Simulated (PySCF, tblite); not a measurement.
# C22H16BN: electronic excitations, NMR shifts

Wanted: electronic excitations, NMR shifts for C22H16BN (`B1\C=C/C=c2/ccc3c4ccccc4c4ccccc4c3/c2=C/N1`).

Programs: tblite 0.8.0 and PySCF 2.14.0, with routines of our own; each step states its level. All values are computed. Atoms count from 0.

## 1. The system as given

40 atoms, charge 0, multiplicity 1; geometry from: force field, distance geometry or constructed start.

## 2. Optimising the geometry with GFN2-xTB

Job settings and geometry (Å):

```
{"job": {"kind": "relax", "xc": "GFN2-xTB", "basis": "xTB"}, "charge": 0, "multiplicity": 1}
B     -4.483100     1.642500    -0.016800
C     -4.612500     0.657200     1.173300
C     -4.109400    -0.585700     1.157200
C     -3.554700    -1.237500    -0.051100
C     -2.297500    -1.050800    -0.500900
C     -1.707900    -2.080300    -1.248600
C     -0.333500    -2.087000    -1.487000
C      0.520400    -1.126500    -0.882100
C      1.931800    -1.135600    -1.075800
C      2.545900    -1.982500    -2.029400
C      3.921400    -1.955300    -2.241700
C      4.715200    -1.074900    -1.526200
C      4.143000    -0.216000    -0.585700
C      2.752800    -0.233500    -0.331800
C      2.158000     0.612500     0.660100
C      2.938200     1.393000     1.558000
C      2.345300     2.164600     2.548700
C      0.967500     2.148800     2.707600
C      0.175100     1.392700     1.860200
C      0.745600     0.649100     0.794600
C     -0.081100    -0.124000    -0.070300
C     -1.492000     0.070100    -0.171400
C     -1.956200     1.342200    -0.284200
N     -3.235300     1.651500    -0.867900
H     -5.281700     2.512500    -0.138800
H     -5.172400     0.980200     2.051500
H     -4.310600    -1.215200     2.011000
H     -4.079900    -2.145100    -0.333800
H     -2.291900    -2.919100    -1.603400
H      0.038100    -2.925500    -2.047300
H      2.000200    -2.652700    -2.667100
H      4.370600    -2.605500    -2.977500
H      5.783600    -1.041700    -1.710100
H      4.829400     0.462500    -0.106300
H      4.017100     1.409400     1.533500
H      2.960800     2.748700     3.218000
H      0.512800     2.720900     3.505500
H     -0.884000     1.365600     2.065300
H     -1.258900     2.159200    -0.229000
H     -3.240400     2.334800    -1.660900
```

On the command line:

```console
> OMP_NUM_THREADS=1 python large_run.py task.json out
```

The driver reads the jobs from task.json and runs them one after another.

The log of the run:

```text
step      E/eV     max force
  0   -1615.22118    3.085
  1   -1615.63821    1.520
  2   -1615.78649    0.759
  3   -1615.87681    0.793
  4   -1615.92627    0.510
  5   -1615.95553    0.461
  6   -1615.97913    0.308
  7   -1615.99957    0.331
  8   -1616.01717    0.307
  9   -1616.03340    0.328
 10   -1616.04848    0.287
 11   -1616.06213    0.252
 12   -1616.07386    0.216
 13   -1616.08465    0.219
 14   -1616.09483    0.266
 15   -1616.10375    0.235
 16   -1616.11127    0.189
 17   -1616.11825    0.187
 18   -1616.12560    0.192
 19   -1616.13264    0.201
 20   -1616.13801    0.143
 21   -1616.14203    0.121
 22   -1616.14558    0.146
 23   -1616.14867    0.137
 24   -1616.15084    0.094
 25   -1616.15224    0.073
 26   -1616.15343    0.061
 27   -1616.15472    0.068
 28   -1616.15596    0.064
 29   -1616.15695    0.056
 30   -1616.15779    0.057
 31   -1616.15862    0.053
 32   -1616.15944    0.054
 33   -1616.16010    0.045
 34   -1616.16060    0.040
 35   -1616.16113    0.046
 36   -1616.16186    0.059
 37   -1616.16284    0.063
 38   -1616.16388    0.069
 39   -1616.16475    0.061
 40   -1616.16544    0.047
 41   -1616.16601    0.051
 42   -1616.16649    0.037
 43   -1616.16686    0.030
 44   -1616.16716    0.029
 45   -1616.16747    0.032
 46   -1616.16777    0.029
 47   -1616.16803    0.032
 48   -1616.16824    0.028
 49   -1616.16846    0.032
 50   -1616.16872    0.034
 51   -1616.16898    0.026
 52   -1616.16921    0.024
 53   -1616.16941    0.030
 54   -1616.16959    0.029
 55   -1616.16981    0.026
 56   -1616.17007    0.031
 57   -1616.17039    0.033
 58   -1616.17075    0.033
 59   -1616.17109    0.028
 60   -1616.17137    0.025
 61   -1616.17159    0.024
 62   -1616.17181    0.034
 63   -1616.17202    0.034
 64   -1616.17222    0.025
 65   -1616.17239    0.022
 66   -1616.17256    0.024
 67   -1616.17274    0.028
 68   -1616.17293    0.029
 69   -1616.17312    0.027
 70   -1616.17332    0.024
 71   -1616.17353    0.029
 72   -1616.17375    0.029
 73   -1616.17391    0.022
 74   -1616.17403    0.018
```

Wall time 3.4 s (1 thread of Arm Neoverse N1, shared host); peak memory 0.18 GiB.

Along the way:

| step | energy from step 0 (eV) | largest force (eV/Å) |
| --- | --- | --- |
| 0 | 0.0000 | 3.0847 |
| 1 | -0.4170 | 1.5201 |
| 2 | -0.5653 | 0.7592 |
| 3 | -0.6556 | 0.7931 |
| 4 | -0.7051 | 0.5100 |
| 5 | -0.7343 | 0.4611 |
| 6 | -0.7579 | 0.3078 |
| 7 | -0.7784 | 0.3316 |
| 8 | -0.7960 | 0.3074 |
| 13 | -0.8635 | 0.2197 |
| 19 | -0.9115 | 0.2009 |
| 24 | -0.9297 | 0.0940 |
| 30 | -0.9366 | 0.0570 |
| 36 | -0.9407 | 0.0586 |
| 41 | -0.9448 | 0.0513 |
| 47 | -0.9469 | 0.0319 |
| 53 | -0.9482 | 0.0297 |
| 58 | -0.9496 | 0.0329 |
| 64 | -0.9510 | 0.0249 |
| 70 | -0.9521 | 0.0240 |
| 71 | -0.9524 | 0.0291 |
| 72 | -0.9526 | 0.0289 |
| 73 | -0.9527 | 0.0224 |
| 74 | -0.9528 | 0.0173 |

Close pairs (by a distance rule), those that changed most:

| bond | before (Å) | after (Å) | change (Å) |
| --- | --- | --- | --- |
| B0–N23 | 1.510 | 1.387 | -0.123 |
| C4–C21 | 1.419 | 1.472 | +0.053 |
| C5–C6 | 1.395 | 1.344 | -0.051 |
| C4–C5 | 1.402 | 1.448 | +0.046 |
| C7–C20 | 1.423 | 1.381 | -0.042 |
| C20–C21 | 1.428 | 1.470 | +0.042 |
| C22–N23 | 1.440 | 1.399 | -0.041 |
| N23–H39 | 1.047 | 1.012 | -0.034 |

The final coordinates are the input of the step that follows.

## 3. Vibrational analysis with GFN2-xTB

Job settings and geometry (Å):

```
{"job": {"kind": "ir", "xc": "GFN2-xTB", "basis": "xTB"}, "charge": 0, "multiplicity": 1}
B     -4.428925     1.528058    -0.085482
C     -4.505042     0.634547     1.197765
C     -4.123005    -0.636479     1.264796
C     -3.490081    -1.370329     0.173340
C     -2.330150    -1.066123    -0.434655
C     -1.712735    -1.989435    -1.363761
C     -0.396855    -1.948463    -1.633058
C      0.495566    -1.058351    -0.924968
C      1.926023    -1.131562    -1.065532
C      2.542500    -2.015005    -1.968771
C      3.897877    -2.002017    -2.178601
C      4.697570    -1.092100    -1.491909
C      4.127925    -0.239169    -0.580821
C      2.748016    -0.245593    -0.325052
C      2.156428     0.607827     0.676939
C      2.925067     1.357950     1.580902
C      2.339608     2.127529     2.555470
C      0.951068     2.158850     2.683150
C      0.171350     1.440511     1.813915
C      0.746836     0.674058     0.783146
C     -0.064894    -0.101530    -0.101318
C     -1.511236     0.136006    -0.207601
C     -1.928149     1.401141    -0.379864
N     -3.220500     1.836459    -0.692616
H     -5.402852     2.016833    -0.526083
H     -4.994821     1.059363     2.068815
H     -4.315878    -1.238693     2.149300
H     -3.965724    -2.310468    -0.086983
H     -2.339081    -2.753574    -1.802972
H      0.015462    -2.657275    -2.332162
H      1.947624    -2.719769    -2.527028
H      4.343942    -2.686226    -2.885391
H      5.761095    -1.057961    -1.676756
H      4.763917     0.461808    -0.064744
H      4.001927     1.319093     1.533689
H      2.956116     2.690095     3.241551
H      0.496236     2.737534     3.474199
H     -0.901580     1.431094     1.935808
H     -1.186423     2.195621    -0.367252
H     -3.204224     2.529564    -1.430317
```

The log of the run:

```text
mode    cm-1     km/mol
  1      32.3      0.02
  2      47.4      0.30
  3      72.9      0.05
  4      86.6      0.10
  5      99.9      0.06
  6     115.6      0.51
  7     159.9      1.67
  8     185.2      0.40
  9     188.5      0.65
 10     204.5      0.70
 11     236.4      1.86
 12     249.9      0.14
 13     259.2      0.35
 14     285.4      0.34
 15     324.3      2.35
 16     340.2      1.64
 17     382.1      0.99
 18     394.4      0.84
 19     403.7      2.56
 20     412.9      1.13
 21     423.0      1.52
 22     440.9      0.85
 23     479.4      1.29
 24     524.7      0.85
 25     528.4      0.57
 26     547.1      3.61
 27     561.3      2.70
 28     570.3      0.86
 29     582.9      3.60
 30     587.1      2.25
 31     610.5      9.10
 32     633.2     18.82
 33     674.9      3.56
 34     679.5      4.33
 35     686.8      6.45
 36     697.4     10.22
 37     741.4     14.29
 38     741.7     11.11
 39     748.4     11.00
 40     761.0     23.90
 41     764.4     36.82
 42     775.6     76.75
 43     782.8      3.47
 44     794.0     35.15
 45     827.0      9.18
 46     844.0      9.51
 47     857.2      0.32
 48     860.1      5.93
 49     877.1     12.32
 50     880.6      4.31
 51     894.1      0.51
 52     906.8      0.31
 53     916.3      1.13
 54     917.0      0.85
 55     923.2      0.44
 56     933.0      0.48
 57     939.2      1.44
 58     979.1      2.20
 59    1000.6      1.01
 60    1031.4      2.55
 61    1057.5      6.98
 62    1091.5      0.79
 63    1109.3      1.08
 64    1129.2      3.65
 65    1141.6      9.54
 66    1156.5     51.50
 67    1163.1      2.98
 68    1182.0      0.21
 69    1183.6      0.95
 70    1193.8      2.81
 71    1205.9      3.21
 72    1230.3      2.73
 73    1254.2      1.02
 74    1260.9      2.22
 75    1269.9      2.66
 76    1285.1      7.24
 77    1303.5     25.22
 78    1314.2      0.92
 79    1333.8      1.75
 80    1346.1     11.83
 81    1353.5      0.61
 82    1365.5     15.85
 83    1372.1     29.14
 84    1395.6     20.07
 85    1410.7     15.64
 86    1426.8      3.54
 87    1432.3     37.08
 88    1442.3    169.76
 89    1478.4      4.64
 90    1509.8      0.63
 91    1548.6      0.99
 92    1557.7      1.59
 93    1595.5      0.34
 94    1600.8      0.63
 95    1611.2      7.40
 96    1637.8     20.18
 97    1649.9     57.09
 98    1682.9      5.72
 99    2587.4    287.03
100    2982.4     56.51
101    2996.7     31.12
102    3013.5     91.73
103    3017.0     54.36
104    3062.6     41.42
105    3071.4      6.60
106    3075.5     11.10
107    3080.3     55.73
108    3085.1     79.34
109    3090.8     30.39
110    3097.2     13.23
111    3100.9      4.22
112    3109.3     86.76
113    3113.5     58.82
114    3387.9      1.39
```

Wall time 10 s (1 thread of Arm Neoverse N1, shared host); peak memory 0.18 GiB.

The strongest bands and the atoms that carry them (share of the mass-weighted mode):

| cm⁻¹ | km/mol | atoms |
| --- | --- | --- |
| 776 | 76.8 | H24 23 %, B0 16 %, H27 11 % |
| 1442 | 169.8 | N23 40 %, B0 25 % |
| 1650 | 57.1 | C21 30 %, C22 28 %, C4 18 %, C3 14 % |
| 2587 | 287.0 | H24 92 % |
| 3014 | 91.7 | H25 70 %, H27 19 % |
| 3085 | 79.3 | H32 42 %, H31 33 % |
| 3109 | 86.8 | H33 61 %, H34 25 % |
| 3114 | 58.8 | H29 53 %, H30 36 % |

## 4. Electronic excitations: TDDFT PBE0/6-31G*

The job, as its differences from that of step 3:

```diff
@@ -1,2 +1,2 @@
-{"job": {"kind": "ir", "xc": "GFN2-xTB", "basis": "xTB"}, "charge": 0, "multiplicity": 1}
+{"job": {"kind": "uv", "basis": "6-31G*", "grid": 1, "kgrid": 0, "vcut": 1.5, "nstates": 6, "ntriplets": 2, "tda": false, "delta": [], "pop": true, "xc": "PBE0"}, "charge": 0, "multiplicity": 1}
 B     -4.428925     1.528058    -0.085482
```

Method: TDDFT PBE0/6-31G*, vertical, gas phase, core orbitals frozen in the response, virtual orbitals cut by energy.

The log of the run:

```text
start: PBE on a coarse grid of 33727 points
cycle   1  E = -926.4085754304  dE =  4.031e+00  |g| = 8.792e-01  |ddm| = 7.673e+00
cycle   2  E = -926.2622539868  dE =  1.463e-01  |g| = 1.143e+00  |ddm| = 2.704e+00
cycle   3  E = -926.6057962837  dE = -3.435e-01  |g| = 3.245e-01  |ddm| = 1.838e+00
cycle   4  E = -926.6321980034  dE = -2.640e-02  |g| = 1.310e-01  |ddm| = 5.571e-01
cycle   5  E = -926.6366731702  dE = -4.475e-03  |g| = 5.977e-02  |ddm| = 2.271e-01
cycle   6  E = -926.6375911141  dE = -9.179e-04  |g| = 1.831e-02  |ddm| = 7.564e-02
cycle   7  E = -926.6376633292  dE = -7.222e-05  |g| = 8.826e-03  |ddm| = 2.661e-02
final grid: 147899 points
cycle   8  E = -926.4744814308  dE = -1.106e-02  |g| = 4.623e-02  |ddm| = 1.216e+00
cycle   9  E = -926.4744946428  dE = -1.321e-05  |g| = 4.747e-02  |ddm| = 1.272e-01
cycle  10  E = -926.4750693909  dE = -5.747e-04  |g| = 1.746e-02  |ddm| = 7.542e-02
cycle  11  E = -926.4751514433  dE = -8.205e-05  |g| = 3.452e-03  |ddm| = 2.306e-02
cycle  12  E = -926.4751579603  dE = -6.517e-06  |g| = 9.917e-04  |ddm| = 5.578e-03
cycle  13  E = -926.4751553850  dE =  2.575e-06  |g| = 5.482e-04  |ddm| = 1.822e-03
cycle  14  E = -926.4751537285  dE =  1.656e-06  |g| = 1.677e-04  |ddm| = 8.315e-04
cycle  15  E = -926.4751565417  dE = -2.813e-06  |g| = 5.537e-05  |ddm| = 2.910e-04
converged SCF energy = -926.4751565417

Static polarisability (au): isotropic 262.401, principal 123.181 281.668 382.354

Singlet excitations
state   eV       nm        f      main configurations
  1   2.7836    445.4   0.06094   H->L 0.96
  2   3.5884    345.5   0.00159   H->L+1 0.57, H-1->L 0.39
  3   3.8797    319.6   0.04386   H->L+2 0.68, H-2->L 0.16
  4   3.9404    314.6   0.10901   H-1->L 0.43, H->L+1 0.32, H-2->L 0.10
  5   3.9694    312.3   0.07368   H-2->L 0.63, H->L+2 0.17
  6   4.2530    291.5   0.05749   H-3->L 0.44, H->L+3 0.43

Triplet excitations (Tamm-Dancoff, eV): 1.8323 2.9211
```

Run time: 2.5 min. Hardware: 1 thread of Arm Neoverse N1, shared host; peak memory 0.71 GiB.

The orbitals next to the gap, with their largest atomic shares:

| orbital | eV | atoms |
| --- | --- | --- |
| HOMO−4 | -7.49 | C2 24 %, C1 22 %, C8 8 % |
| HOMO−3 | -6.94 | C21 15 %, C22 10 %, N23 9 % |
| HOMO−2 | -6.47 | C1 10 %, C4 10 %, C3 9 % |
| HOMO−1 | -6.22 | C17 15 %, C10 14 %, C13 11 % |
| HOMO | -5.17 | C20 11 %, C3 11 %, C7 10 % |
| LUMO | -1.67 | C3 14 %, C20 11 %, C22 10 % |
| LUMO+1 | -0.67 | C10 15 %, C17 15 %, C12 11 % |
| LUMO+2 | -0.41 | B0 9 %, C16 8 %, C18 8 % |
| LUMO+3 | -0.03 | C8 13 %, C11 12 %, C9 10 % |

With each of the 6 states as a Gaussian band of 0.4 eV half-width at 1/e, the curve within the window shown has maxima at 445 nm (ε 2,500), 311 nm (ε 11,000) L/(mol cm). Beyond the last state computed it falls off for lack of states. The curve at chosen wavelengths:

```tsv
nm	ε (L/mol/cm)
272	2209
284	5191
296	8541
307	10357
319	9973
331	7711
343	4991
355	2862
366	1705
378	1195
390	1219
402	1528
414	1922
425	2233
437	2434
449	2461
461	2330
473	2086
484	1805
496	1483
508	1175
520	904
532	679
543	512
555	370
567	264
```

Leading natural transition orbitals of singlet state 4: the hole lies on 4 C atoms about 10 % each; C13, C19 about 7 % each; the particle on C3 13 %; C5, C20, C22 about 9 % each; C6, C7 about 8 % each.

Leading natural transition orbitals of singlet state 1: the hole lies on 5 C atoms about 9 % each; the particle on C3 11 %; 4 C atoms about 8 % each; B0 8 %.

Further results of this job:

| property | computed |
| --- | --- |
| dipole moment (D) | 1.01 |
| polarisability (Å³) | 38.88 |
| HOMO–LUMO gap (eV) | 3.50 |
| −ε(HOMO) (eV) | 5.17 |

Orbitals, density, ELF and potential are computed afterwards from the orbital file.

Frontier orbitals at PBE0/6-31G*, with the share of their density that lies nearest to each atom:

| orbital | energy (eV) | lies on |
| --- | --- | --- |
| HOMO | -5.17 | C3, C7, C20 about 10 % each; C5, C22 about 8 % each |
| LUMO | -1.67 | C3, C20 about 11 % each; 4 C atoms about 8 % each |

ELF in a plane through or near 20 of the atoms.

Ten even steps from '0' (0.00) to '9' (1.00):
```
0000000000000000000000000000
0000000000000000000000000000
0000000005860032000000000000
0000000009990299200000000000
0000000003876698000000000000
0000000883738151000000000000
0000000893140638960000100000
0000045025863839920016970000
0000059714236440010358981000
0000015483734954650453630000
0018867647834747650136520000
0017767305281411637522200000
0000036576746944838640000000
0000278666605264331320000000
0000699129909925990000000000
0000033008409804992000000000
0000000000000000420000000000
0000000000000000000000000000
0000000000000000000000000000
0000000000000000000000000000
```
The map spans 17.3 Å across and 14.6 Å up, centred on the molecule. Atoms in the plane (x, y in Å): C1 (4.7, 0.4), C4 (2.1, -1.5), C5 (1.2, -2.7), C6 (-0.1, -2.6), C7 (-0.8, -1.3), C8 (-2.2, -1.1), C9 (-3.0, -2.3), C13 (-2.8, 0.1), C14 (-1.9, 1.3), C15 (-2.5, 2.6), C16 (-1.6, 3.7), C17 (-0.3, 3.5), C18 (0.3, 2.3), C19 (-0.5, 1.2), C20 (0.0, -0.2), H28 (1.7, -3.6), H29 (-0.7, -3.5), H30 (-2.6, -3.3), H34 (-3.5, 2.8), H37 (1.4, 2.1).

On the surface of density 0.002 e/bohr³ the electrostatic potential runs, from the 1st to the 99th percentile, from -0.78 V near C16 to 1.57 V near H39.

(Part 1 of 2 ends here.)
